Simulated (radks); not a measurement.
# Lu⁺ with its nuclear charge varied continuously

The task here is to estimate one member of a computed series from the others.

The numbers are computed with radks (a radial shooting solver on a logarithmic mesh, Libxc functionals) version 1 (Dirac Kohn-Sham, LDA (Slater exchange, Perdew-Wang correlation), spin-unpolarised, spherical densities, finite nucleus), except any that are marked as measured or tabulated.

### The atom as given

| Item | Value |
| --- | --- |
| element | lutetium (Z = 71) |
| charge | +1 |
| electrons | 70 |
| configuration | [Xe] 4f14 6s2 |
| nuclear rms radius | 5.37 fm |

Outer shells as boxes (Hund's rule):

Lu⁺
```
[Xe] core
4f [↑↓][↑↓][↑↓][↑↓][↑↓][↑↓][↑↓]
6s [↑↓]
```

Set-up of the first run:

Input:

```text
Z 71
configuration [Xe] 4f14 6s2
relativity Dirac
functional lda,pw
spin unpolarised
j_filling average
nucleus finite rms 5.37 fm
c 137.035999084
```

Among the steps run: Z = 71.

One table of the session follows, with a row left open; its other results are not shown here.

It belongs to the step «Z = 71». Radial moments (bohr):

| level | <r> | outermost maximum (interpolated) | 90 % within | nodes |
| --- | --- | --- | --- | --- |
| 4d3/2 | 0.5412 | 0.476 | 0.814 | 1 |
| 4d5/2 | 0.5528 | 0.485 | 0.832 | 1 |
| 5s1/2 | 1.169 | 1.04 | 1.69 | 4 |
| 5p1/2 | 1.309 | 1.13 | 1.92 | 3 |
| 5p3/2 | 1.420 | 1.22 | 2.09 | 3 |
| 4f5/2 | 0.7133 | 0.465 | 1.23 | 0 |
| 4f7/2 | ? | ? | ? | ? |
| 6s1/2 | 3.238 | 2.84 | 4.70 | 5 |

Q: Estimate the row for 4f7/2 from the others.

**Answer.** <r>: 0.7287; outermost maximum (interpolated): 0.471; 90 % within: 1.26; nodes: 0. In the column «<r>» it lies between 4f5/2 (0.7133) and 5s1/2 (1.169).
